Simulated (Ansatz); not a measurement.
# GeP₂H+ (triplet): the correlation ladder, cc-pVDZ

The task here is to estimate one member of a computed series from the others.

The runs use Ansatz 0.2.0, Gaussian basis; cc-pVDZ, core rule «outside noble gas», up to 24 orbitals frozen.

The runs, in order: UHF; CCSD(T) on ROHF; CCSD(T) on UHF; BCCD(T) on ROHF; CISD as a restricted active space (open shells left free, so some higher excitations enter); CCSDT(Q) on ROHF; CCSDT(Q) on UHF.

28 further runs of the same task are left out: 5 for a known fault of the program, 12 that didn't finish, 11 set aside as unsound or not needed. Runs told in other sessions of the task aren't counted.

**The geometry**

The geometry is a PBE0/def2-TZVP stationary point (not a proven minimum) of the parent state, kept for this charge and spin. No spin-orbit coupling is included. The filled d shell of Ge may be among the frozen orbitals whatever the setting's name suggests.

4 atoms, charge 1, spin multiplicity 3.

Atoms are counted from 1 here; the program's logs count them from 0.

Bond lengths: Ge1–P2 2.289 Å, P2–P3 2.054 Å, P3–H4 1.427 Å. Angles: Ge1–P2–P3 112.1°, P2–P3–H4 94.2°.

Set-up of the first run:

Contents of in.yaml:

```yaml
crystal:
  periodic: [false, false, false]
  atoms:
    - {symbol: Ge, position_ang: [0.000000, -0.153216, 1.323318]}
    - {symbol: P, position_ang: [0.000000, 0.855685, -0.731683]}
    - {symbol: P, position_ang: [0.000000, -0.512012, -2.264712]}
    - {symbol: H, position_ang: [0.000000, 0.480978, -3.290095]}
basis:
  gaussian: {orbitals: cc-pVDZ}
total_charge: 1
magnetization: {spin_polarized: true, initial_magnetization: 2}
hamiltonian: {xc: hf}
output: {orbitals: {seedname: orbitals}}
```

Launch:

```
> ansatz run in.yaml --threads 1 --pin off --events-out ev --progress --plain --max-ram 2393MiB
```

Steps of the session up to this table: UHF; CCSD(T) on ROHF; CCSD(T) on UHF; BCCD(T) on ROHF; CISD as a restricted active space (open shells left free, so some higher excitations enter); CCSDT(Q) on ROHF; CCSDT(Q) on UHF.

One table of the session follows, with a row left open; its other results are not shown here.

| method | from RCCSDT(Q) (meV) |
| --- | --- |
| ROHF | +9401.4 |
| UHF | ? |
| RMP2 | +1666.8 |
| UMP2 | +2101.6 |
| CISD | +1856.0 |
| RCCSD | +612.5 |
| UCCSD | +579.9 |
| RCCSD(T) | +113.3 |
| UCCSD(T) | +134.4 |
| BCCD(T) | +117.9 |
| RCCSDT | +55.3 |
| UCCSDT | +45.2 |
| RCCSDT(Q) | 0 |
| UCCSDT(Q) | -9.3 |

**Question.** Estimate the row for UHF.

**Answer.** from RCCSDT(Q) (meV): +8775.8. In the column «from RCCSDT(Q) (meV)» it lies between UMP2 (+2101.6) and ROHF (+9401.4).

The ROHF row is the lowest such solution found; the determinant under the restricted MP2 and coupled-cluster rows lies 0.08 eV higher.

Limits of these values: Restricted and unrestricted rows rest on different reference determinants; a gap between their highest levels can come from leftover correlation error, from unlike frozen cores or from another state.
